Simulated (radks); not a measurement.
# Fractional charge and spin in the 5d shell of rhenium

Aim: the energy as the spin-up occupation of 5d runs from 1 to 2 and the spin-down one from 1 to 2, against the two flat planes that join the four corners. Added charge counts from the emptiest corner (up 1, down 1).

Program: radks (a radial shooting solver on a logarithmic mesh, Libxc functionals) version 1. Level of theory: scalar-relativistic Kohn-Sham, PBE, spin-polarised, spherical densities, finite nucleus. These are calculated values, not measurements, unless marked.

### 1 The system

| Item | Value |
| --- | --- |
| element | rhenium (Z = 75) |
| configuration | [Xe] 4f14 5d(up 2, down 2) |
| nuclear rms radius | 5.3698 fm |

A shell typed twice in an input gives spin up, then spin down.

### 2 5d: up 2, down 2

Settings of this run:

```text
Z 75
configuration [Xe] 4f14 5d2 5d2
relativity scalar-relativistic
functional pbe,pbe
spin polarised
nucleus finite rms 5.3698 fm
c 137.035999084
```

### 3 5d: up 2, down 1.75

Settings of this run:

```text
Z 75
configuration [Xe] 4f14 5d2 5d1.75
relativity scalar-relativistic
functional pbe,pbe
spin polarised
nucleus finite rms 5.3698 fm
c 137.035999084
```

### 4 5d: up 2, down 1.5

Settings of this run:

```text
Z 75
configuration [Xe] 4f14 5d2 5d1.5
relativity scalar-relativistic
functional pbe,pbe
spin polarised
nucleus finite rms 5.3698 fm
c 137.035999084
```

### 5 5d: up 2, down 1.25

Settings of this run:

```text
Z 75
configuration [Xe] 4f14 5d2 5d1.25
relativity scalar-relativistic
functional pbe,pbe
spin polarised
nucleus finite rms 5.3698 fm
c 137.035999084
```

### 6 5d: up 2, down 1

Settings of this run:

```text
Z 75
configuration [Xe] 4f14 5d2 5d1
relativity scalar-relativistic
functional pbe,pbe
spin polarised
nucleus finite rms 5.3698 fm
c 137.035999084
```

### 7 5d: up 1.75, down 1.75

Settings of this run:

```text
Z 75
configuration [Xe] 4f14 5d1.75 5d1.75
relativity scalar-relativistic
functional pbe,pbe
spin polarised
nucleus finite rms 5.3698 fm
c 137.035999084
```

### 8 5d: up 1.75, down 1.5

Settings of this run:

```text
Z 75
configuration [Xe] 4f14 5d1.75 5d1.5
relativity scalar-relativistic
functional pbe,pbe
spin polarised
nucleus finite rms 5.3698 fm
c 137.035999084
```

### 9 5d: up 1.75, down 1.25

Settings of this run:

```text
Z 75
configuration [Xe] 4f14 5d1.75 5d1.25
relativity scalar-relativistic
functional pbe,pbe
spin polarised
nucleus finite rms 5.3698 fm
c 137.035999084
```

### 10 5d: up 1.75, down 1

Settings of this run:

```text
Z 75
configuration [Xe] 4f14 5d1.75 5d1
relativity scalar-relativistic
functional pbe,pbe
spin polarised
nucleus finite rms 5.3698 fm
c 137.035999084
```

### 11 5d: up 1.5, down 1.5

Settings of this run:

```text
Z 75
configuration [Xe] 4f14 5d1.5 5d1.5
relativity scalar-relativistic
functional pbe,pbe
spin polarised
nucleus finite rms 5.3698 fm
c 137.035999084
```

### 12 5d: up 1.5, down 1.25

Settings of this run:

```text
Z 75
configuration [Xe] 4f14 5d1.5 5d1.25
relativity scalar-relativistic
functional pbe,pbe
spin polarised
nucleus finite rms 5.3698 fm
c 137.035999084
```

### 13 5d: up 1.5, down 1

Settings of this run:

```text
Z 75
configuration [Xe] 4f14 5d1.5 5d1
relativity scalar-relativistic
functional pbe,pbe
spin polarised
nucleus finite rms 5.3698 fm
c 137.035999084
```

### 14 5d: up 1.25, down 1.25

Settings of this run:

```text
Z 75
configuration [Xe] 4f14 5d1.25 5d1.25
relativity scalar-relativistic
functional pbe,pbe
spin polarised
nucleus finite rms 5.3698 fm
c 137.035999084
```

### 15 5d: up 1.25, down 1

Settings of this run:

```text
Z 75
configuration [Xe] 4f14 5d1.25 5d1
relativity scalar-relativistic
functional pbe,pbe
spin polarised
nucleus finite rms 5.3698 fm
c 137.035999084
```

### 16 5d: up 1, down 1

Settings of this run:

```text
Z 75
configuration [Xe] 4f14 5d1 5d1
relativity scalar-relativistic
functional pbe,pbe
spin polarised
nucleus finite rms 5.3698 fm
c 137.035999084
```

Q: Predict the outcome of this session. Wanted: for each run, down \ up; 1; 1.25; 1.5; 1.75; 2.

As calculated:

| down \ up | 1 | 1.25 | 1.5 | 1.75 | 2 |
| --- | --- | --- | --- | --- | --- |
| 1 | 0.000 | -1.254 | -1.665 | -1.243 | 0.000 |
| 1.25 | -1.254 | -1.608 | -1.131 | 0.163 | -1.163 |
| 1.5 | -1.665 | -1.131 | 0.218 | -1.057 | -1.541 |
| 1.75 | -1.243 | 0.163 | -1.057 | -1.489 | -1.149 |
| 2 | 0.000 | -1.163 | -1.541 | -1.149 | 0.000 |

What this shows: The table gives the energy in eV minus the planes, whose edge runs along up + down = one added electron; mirror points follow by spin symmetry. With half an added electron in each spin it lies 0.22 eV above the planes. With half an electron added in spin up alone it lies 1.66 eV below them. The planes are only a guide here: the condition holds for ground states with one frontier orbital, and this shell is degenerate.
